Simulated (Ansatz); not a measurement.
**BiTe: equation of state with PBE**

Crystal: BiTe.

```
Bi Te
1.0
     0.00000    3.23500    3.23500
     3.23500    0.00000    3.23500
     3.23500    3.23500    0.00000
Bi Te
1 1
Cartesian
  0.0000 0.0000 0.0000
  3.2350 3.2350 3.2350
```

```
Program             : Ansatz 0.2.0
Task                : equation of state
Functional          : PBE
Potentials or basis : all-electron LAPW, scalar-relativistic
Basis error allowed : 0.0005 eV/atom
k mesh              : 7 × 7 × 7
Occupations         : fermi-dirac, width 0.05 eV
Spin                : no spin polarisation
```

- Equilibrium volume: 34.51 Å³/atom
- Bulk modulus: 46 GPa
- Pressure derivative of the bulk modulus: 4.4

Energy against volume, from the lowest point:
| volume (Å³/atom) | energy (meV/atom) |
| --- | --- |
| 31.824 | 35.14 |
| 32.501 | 18.93 |
| 33.178 | 8.02 |
| 33.855 | 1.87 |
| 34.532 | 0.00 |
| 35.209 | 1.98 |
| 35.886 | 7.40 |

All runs of the series together: 96 s on 1 thread of Intel(R) Xeon(R) Platinum 8175M CPU @ 2.50GHz (Skylake/Cascade Lake) (shared host).

 PBE usually gives volumes a little too large and moduli too small.
